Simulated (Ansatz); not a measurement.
# H₇NOSi₃: basis-set convergence

Aim: see how fast density functionals converge with the basis set for H₇NOSi₃.

Method: one geometry, several basis sets; program: Ansatz 0.2.0, Gaussian basis.

Plan: PBE0-D4/def2-SVP; ωB97M-V/def2-SVP; PBE0-D4/def2-QZVPP; ωB97M-V/def2-QZVPP; the functionals' def2-TZVPP values are taken from earlier runs.

### Step 1. Structure used throughout

All runs share one geometry, relaxed beforehand with PBE0-D4 in a triple-zeta def2 set.

SMILES `N[SiH]1[SiH2]O[SiH2]1`, 12 atoms, charge 0, spin multiplicity 1.

Atoms are counted from 1 here; the program's logs count them from 0.

Bond lengths: N1–Si2 1.717 Å, N1–H6 1.007 Å, N1–H7 1.006 Å, Si2–Si3 2.374 Å, Si2–Si5 2.363 Å, Si2–H8 1.489 Å, Si3–O4 1.677 Å, Si3–H9 1.492 Å, Si3–H10 1.489 Å, O4–Si5 1.673 Å, Si5–H11 1.488 Å, Si5–H12 1.491 Å. Angles: Si2–N1–H6 120.1°, Si2–N1–H7 121.2°, H6–N1–H7 111.5°, N1–Si2–Si3 126.5°, N1–Si2–Si5 121.4°, N1–Si2–H8 106.8°, Si3–Si2–Si5 71.0°, Si3–Si2–H8 113.0°, Si5–Si2–H8 114.8°, Si2–Si3–O4 88.7°, Si2–Si3–H9 117.3°, Si2–Si3–H10 121.1°, O4–Si3–H9 110.6°, O4–Si3–H10 109.7°, H9–Si3–H10 107.6°, Si3–O4–Si5 110.4°, Si2–Si5–O4 89.1°, Si2–Si5–H11 120.4° and more.

### Step 2. PBE0-D4 in def2-SVP

Contents of in.yaml:

```yaml
crystal:
  periodic: [false, false, false]
  atoms:
    - {symbol: N, position_ang: [-2.140330, 0.661607, 0.417762]}
    - {symbol: Si, position_ang: [-0.655843, -0.171598, 0.644594]}
    - {symbol: Si, position_ang: [1.524213, 0.740235, 0.421484]}
    - {symbol: O, position_ang: [1.844599, -0.415203, -0.750935]}
    - {symbol: Si, position_ang: [0.445837, -1.239724, -1.153023]}
    - {symbol: H, position_ang: [-2.699417, 0.921423, 1.213538]}
    - {symbol: H, position_ang: [-2.265524, 1.303658, -0.347133]}
    - {symbol: H, position_ang: [-0.814911, -1.008106, 1.865687]}
    - {symbol: H, position_ang: [1.636017, 2.112749, -0.151563]}
    - {symbol: H, position_ang: [2.521304, 0.627946, 1.522016]}
    - {symbol: H, position_ang: [0.689179, -2.707309, -1.121538]}
    - {symbol: H, position_ang: [-0.008225, -0.880777, -2.526789]}
basis:
  gaussian: {orbitals: def2-SVP}
hamiltonian: {xc: pbe0, dispersion: d4}
output: {orbitals: {seedname: orbitals}}
```

The runs that follow: ωB97M-V in def2-SVP; PBE0-D4 in def2-QZVPP; ωB97M-V in def2-QZVPP.

Q: Predict the results of all the runs planned. Wanted: PBE0-D4: double and triple zeta above quadruple; ωB97M-V: double and triple zeta above quadruple.

The runs gave:

| quantity | value |
| --- | --- |
| PBE0-D4: double and triple zeta above quadruple | 14.07, 1.03 eV |
| ωB97M-V: double and triple zeta above quadruple | 14.14, 0.96 eV |

**Reading.** For PBE0-D4 the step from double to triple zeta gains 13.04 eV and the next only 1.03 eV. These are total energies; as a rule much of such shifts cancels in differences, which this series doesn't test. The LUMO of ωB97M-V is positive and keeps falling with the basis (1.31 to 0.53 eV): an unbound level that the basis holds in place.
